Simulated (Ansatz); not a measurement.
# CH7BFNSn: one species, many methods

How much do the methods differ for CH7BFNSn? The plan is to run it at one geometry with functionals of several rungs and with coupled cluster, and see how far each lands from CCSD(T) at the basis-set limit for the atomisation energy.

Method: functionals in def2-TZVPP, the program's frozen cores in correlated methods; program: Ansatz 0.2.0, Gaussian basis.

Plan: LDA (SPW92), PBE-D4, revPBE-D4, BLYP-D4, r2SCAN-D4, B97M-V, PBE0-D4, B3LYP-D4, r2SCANh-D4, r2SCAN0-D4, HSE06-D4, BHLYP-D4, CAM-B3LYP-D4, LC-ωPBE, ωB97X-V, ωB97M-V, B2PLYP, PBE-QIDH; CCSD(T)/def2-SVP; CCSD(T)/def2-TZVPP; MP2/def2-QZVPP; extrapolation to the limit; RPA on PBE.

### 1 The geometry

The geometry comes from an earlier relaxation with PBE0-D4 in a triple-zeta def2 set; it is a stationary point, not always the lowest conformer. Sn takes the def2 core potential; no spin-orbit term is included.

SMILES `FBN[CH2][SnH3]`, 12 atoms, charge 0, spin multiplicity 1.

Atoms are counted from 1 here; the program's logs count them from 0.

Bond lengths: F1–B2 1.340 Å, B2–N3 1.391 Å, B2–H6 1.196 Å, N3–C4 1.446 Å, N3–H7 1.007 Å, C4–Sn5 2.170 Å, C4–H8 1.093 Å, C4–H9 1.090 Å, Sn5–H10 1.709 Å, Sn5–H11 1.711 Å, Sn5–H12 1.706 Å. Angles: F1–B2–N3 119.4°, F1–B2–H6 119.3°, N3–B2–H6 121.3°, B2–N3–C4 126.5°, B2–N3–H7 118.0°, C4–N3–H7 115.4°, N3–C4–Sn5 112.5°, N3–C4–H8 111.1°, N3–C4–H9 108.9°, Sn5–C4–H8 108.9°, Sn5–C4–H9 107.9°, H8–C4–H9 107.4°, C4–Sn5–H10 111.2°, C4–Sn5–H11 107.7°, C4–Sn5–H12 109.2°, H10–Sn5–H11 109.4°, H10–Sn5–H12 110.1°, H11–Sn5–H12 109.1°.

Geometry (Å):

```
F    -2.26851    0.64218    1.27424
B    -1.01930    0.86913    1.70145
N     0.03060    0.83545    0.78964
C    -0.06681    0.55663   -0.62589
Sn    0.80948   -1.35642   -1.15606
H    -0.82953    1.09631    2.86019
H     0.96279    0.99160    1.13634
H     0.41216    1.34198   -1.21580
H    -1.11875    0.53249   -0.90899
H     0.84961   -1.57034   -2.85144
H     2.40688   -1.38528   -0.54229
H    -0.09174   -2.60872   -0.42740
```

### 2 LDA

This LDA is Slater exchange with PW92 correlation.

Contents of in.yaml:

```yaml
crystal:
  periodic: [false, false, false]
  atoms:
    - {symbol: F, position_ang: [-2.268510, 0.642176, 1.274240]}
    - {symbol: B, position_ang: [-1.019302, 0.869125, 1.701454]}
    - {symbol: N, position_ang: [0.030604, 0.835452, 0.789640]}
    - {symbol: C, position_ang: [-0.066810, 0.556625, -0.625888]}
    - {symbol: Sn, position_ang: [0.809481, -1.356422, -1.156055]}
    - {symbol: H, position_ang: [-0.829526, 1.096313, 2.860194]}
    - {symbol: H, position_ang: [0.962794, 0.991596, 1.136337]}
    - {symbol: H, position_ang: [0.412161, 1.341985, -1.215801]}
    - {symbol: H, position_ang: [-1.118749, 0.532488, -0.908994]}
    - {symbol: H, position_ang: [0.849612, -1.570339, -2.851438]}
    - {symbol: H, position_ang: [2.406881, -1.385279, -0.542290]}
    - {symbol: H, position_ang: [-0.091736, -2.608719, -0.427398]}
basis:
  gaussian: {orbitals: def2-TZVPP}
hamiltonian: {xc: lda}
output: {orbitals: {seedname: orbitals}}
```

Further steps of the session: PBE-D4 (GGA); revPBE-D4 (GGA); BLYP-D4 (GGA); r2SCAN-D4 (meta-GGA); B97M-V (meta-GGA); PBE0-D4 (hybrid); B3LYP-D4 (hybrid); r2SCANh-D4 (hybrid); r2SCAN0-D4 (hybrid); HSE06-D4 (hybrid); BHLYP-D4 (hybrid); CAM-B3LYP-D4 (range-separated); LC-ωPBE (range-separated); ωB97X-V (range-separated); ωB97M-V (range-separated); B2PLYP (double hybrid); PBE-QIDH (double hybrid); CCSD(T) in def2-SVP; CCSD(T) in def2-TZVPP; MP2 in def2-QZVPP; RPA on PBE orbitals.

**Question.** What will the summary of the whole plan be? Wanted: atomisation energy, CCSD(T)/CBS; farthest beyond LDA; mean size of error, GGA; mean size of error, meta-GGA; mean size of error, hybrid; mean size of error, range-separated; mean size of error, double hybrid; gap, smallest and largest; T1 diagnostic.

**Answer**, as computed:

```
                               quantity                                                                                                         value
        atomisation energy, CCSD(T)/CBS                                                                                                989.5 kcal/mol
functionals within 9.9 kcal/mol (1.0 %)  BLYP-D4, r2SCAN-D4, B97M-V, PBE0-D4, B3LYP-D4, r2SCANh-D4, HSE06-D4, CAM-B3LYP-D4, LC-ωPBE, ωB97X-V, ωB97M-V
                    farthest beyond LDA                                                                                     BHLYP-D4 (-25.3 kcal/mol)
                mean size of error, GGA                                                                                                  9.0 kcal/mol
           mean size of error, meta-GGA                                                                                                  3.9 kcal/mol
             mean size of error, hybrid                                                                                                  8.9 kcal/mol
    mean size of error, range-separated                                                                                                  4.4 kcal/mol
      mean size of error, double hybrid                                                                                                 10.9 kcal/mol
              gap, smallest and largest                                                                         5.15 eV (BLYP-D4), 11.62 eV (LC-ωPBE)
                          T1 diagnostic                                                                                                        0.0129
triples share of the correlation energy                                                                                                         3.2 %
```

The LDA atomisation energy is off by 143.1 kcal/mol (14 %): it overbinds. PBE-D4 is off by +13.8 kcal/mol. Double hybrids carry the basis error of their MP2 part in triple zeta, and no dispersion term here, so their miss is partly the set-up's. The rungs meta-GGA, range-separated, hybrid, GGA miss on average by less than the doubt on the reference (9.9 kcal/mol), so they tie. Misses under about 9.9 kcal/mol are within the doubt on the reference itself, which lacks core-valence correlation, spin-orbit coupling and higher excitations, and its outer-core shells are covered unevenly. All levels share the lack of spin-orbit coupling, which lowers the free heavy atoms and so the true binding. Hartree-Fock recovers 73 % of the binding; the rest is correlation. CCSD(T) in def2-SVP is off by -54.3 kcal/mol, more than most functionals: a good method in a small basis is no reference. The gap grows from 5.1 to 11.6 eV across the functionals, mostly with the share of exact exchange. Correlated methods include outer-core shells of Sn, which these sets cover unevenly.
